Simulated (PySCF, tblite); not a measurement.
# C₃H₉FNSi₂ radical: geometry, infrared bands and EPR parameters

What infrared bands and EPR parameters should C₃H₉FNSi₂ radical (`F[C@@H]1C[C@@H]1[SiH]N[SiH3]`) show?

Programs: tblite 0.8.0 and PySCF 2.14.0, with density-fitted response routines of our own. Each step states its level of theory. These are calculated values for one molecule in the gas phase, unless marked as measured. Atoms count from 0, in the outputs and in this text.

**1. The molecule as given**

16 atoms, charge 0, multiplicity 2; geometry from: force field or distance geometry start.

Bonds of the start (Å): F0–C1 1.39, C1–C2 1.50, C2–C3 1.49, C3–Si4 1.86, Si4–N5 1.78, N5–Si6 1.78, C3–C1 1.52, C1–H7 1.11, C2–H8 1.10, C2–H9 1.11, C3–H10 1.11, Si4–H11 1.48, N5–H12 1.06, Si6–H13 1.47, Si6–H14 1.48, Si6–H15 1.48.

**2. Relaxing the molecule with GFN2-xTB**

What the job is given:

```
{"job": {"kind": "relax", "xc": "GFN2-xTB", "basis": "xTB"}, "charge": 0, "multiplicity": 2}
F     -2.317900    -1.679000    -1.067000
C     -2.383000    -0.754500    -0.031600
C     -1.851600     0.634000    -0.261300
C     -1.013000    -0.338800     0.489700
Si     0.499900    -1.075100    -0.309900
N      1.622500     0.208200    -0.837700
Si     2.807500     0.544200     0.451600
H     -3.159100    -0.889900     0.753200
H     -1.615600     0.881100    -1.311900
H     -2.222900     1.479900     0.347700
H     -0.957700    -0.150400     1.578700
H      0.058900    -1.834100    -1.495400
H      1.034800     1.076900    -0.953800
H      3.551400     1.769700     0.119900
H      2.163300     0.706700     1.768600
H      3.774900    -0.570000     0.550600
```

The run is started by

```console
OMP_NUM_THREADS=1 python probes_run.py task.json out
```

The driver reads the jobs from task.json and runs them one after another.

**Question.** This job is followed by: GFN2-xTB harmonic vibrations, gas phase; UKS B3LYP, pcH-1 on C F H N Si, non-relativistic, mean-field spin-orbit, GIAO. What will the session give for the following? strongest single infrared mode (GFN2-xTB); zero-point energy (GFN2-xTB); g(iso) (B3LYP); ⟨S²⟩; largest a(iso) (averaged by class); potential on the surface of density 0.002 e/bohr³, 1st and 99th percentile.

As calculated:

| quantity | value |
| --- | --- |
| strongest single infrared mode (GFN2-xTB) | 2216 cm⁻¹, 390 km/mol |
| zero-point energy (GFN2-xTB) | 68.9 kcal/mol |
| g(iso) (B3LYP) | 2.00257 |
| ⟨S²⟩ | 0.752 (exact 0.75) |
| largest a(iso) (averaged by class) | 29Si on Si4, -559.8 MHz |
| potential on the surface of density 0.002 e/bohr³, 1st and 99th percentile | -1.02 V and 1.56 V |

Relaxing lowered the energy by 0.673 eV in 229 steps; the close pair that moved most is N5–Si6, from 1.783 to 1.733 Å. No mode is imaginary among the 42: a minimum at this level. The strongest single mode, at 2216 cm⁻¹, moves mainly H11. Unscaled tight-binding wavenumbers are off by several per cent, some by more. Its intensities can rank the bands wrongly. Most of the unpaired spin sits on Si4 (0.81 e). The isotropic g lies 0.2 ppt above the free-electron value. These values are for one conformer; the search (at its own cheap level) found 2 more, at 0.25, 0.52 kcal/mol, and measured spectra average over such forms.
